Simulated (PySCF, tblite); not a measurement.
# C2H8OSi3: geometry, infrared bands and NMR shifts

Wanted: the infrared bands and NMR shifts of C2H8OSi3 (`O=C1C[SiH2][SiH2][SiH2]1`), by calculation.

The runs use tblite 0.8.0 and PySCF 2.14.0, with density-fitted response routines of our own; the level of theory stands in each step. All values are computed, except where a source is named. Atoms are numbered from 0 throughout.

## (1) The starting structure

14 atoms, charge 0, multiplicity 1; geometry from: force field or distance geometry start.

Bonds of the start (Å): O0–C1 1.25, C1–C2 1.46, C2–Si3 1.87, Si3–Si4 2.24, Si4–Si5 2.25, Si5–C1 1.85, C2–H6 1.12, C2–H7 1.08, Si3–H8 1.46, Si3–H9 1.44, Si4–H10 1.44, Si4–H11 1.45, Si5–H12 1.44, Si5–H13 1.48.

## (2) Geometry optimisation with GFN2-xTB

What the job is given:

```
{"job": {"kind": "relax", "xc": "GFN2-xTB", "basis": "xTB"}, "charge": 0, "multiplicity": 1}
O      0.199500    -1.529800     2.127500
C      0.157900    -1.112500     0.952200
C     -1.001000    -1.080200     0.070300
Si    -1.399500     0.705100    -0.337300
Si     0.688100     1.518400    -0.463700
Si     1.643500    -0.449100     0.077700
H     -1.884100    -1.452800     0.657800
H     -0.935000    -1.702700    -0.810800
H     -2.198500     1.366700     0.690700
H     -1.992200     0.742000    -1.651000
H      0.935700     2.509700     0.556400
H      1.028400     1.926800    -1.814500
H      1.991900    -1.200800    -1.094700
H      2.764800    -0.241300     1.017400
```

Command:

```sh
> OMP_NUM_THREADS=1 python probes_run.py task.json out
```

The driver reads the jobs from task.json and runs them one after another.

**Question.** This job is followed by: GFN2-xTB harmonic vibrations, gas phase; GIAO PBE0/pcSseg-1 NMR shielding, non-relativistic, gas phase. What will the session give for the following? strongest single infrared mode (GFN2-xTB); zero-point energy (GFN2-xTB); 13C shifts against TMS (PBE0/pcSseg-1); 1H shifts against TMS (PBE0/pcSseg-1, means over atoms taken as alike); 17O shifts against H2O (PBE0/pcSseg-1); 29Si shifts against TMS (PBE0/pcSseg-1); surface potential, 1st and 99th percentile.

As calculated:

| quantity | value |
| --- | --- |
| strongest single infrared mode (GFN2-xTB) | 2211 cm⁻¹, 680 km/mol |
| zero-point energy (GFN2-xTB) | 52.9 kcal/mol |
| 13C shifts against TMS (PBE0/pcSseg-1) | 245.6, 37.0 ppm |
| 1H shifts against TMS (PBE0/pcSseg-1, means over atoms taken as alike) | 4.02, 3.96, 3.66, 2.33 ppm |
| 17O shifts against H2O (PBE0/pcSseg-1) | 871.0 ppm |
| 29Si shifts against TMS (PBE0/pcSseg-1) | -84.2, -101.3, -130.7 ppm |
| surface potential, 1st and 99th percentile | -1.64 V and 1.43 V |

The optimisation took 84 steps and gained 0.651 eV; among the close pairs (by a distance rule), Si3–Si4 changed most, from 2.244 to 2.337 Å. No mode is imaginary among the 36: a minimum at this level. The strongest single mode, at 2211 cm⁻¹, moves mainly H9. Unscaled tight-binding wavenumbers are off by several per cent, some by more. Its intensities can rank the bands wrongly. At PBE0/pcSseg-1: The widest tensor belongs to O0: span 1733 ppm, with a paramagnetic part of -933 ppm. At PBE0/pcSseg-1, counted by nearest atom on the grid, the HOMO lies on O0 52 %; C1 13 %, the LUMO on C1 26 %; O0 20 %.
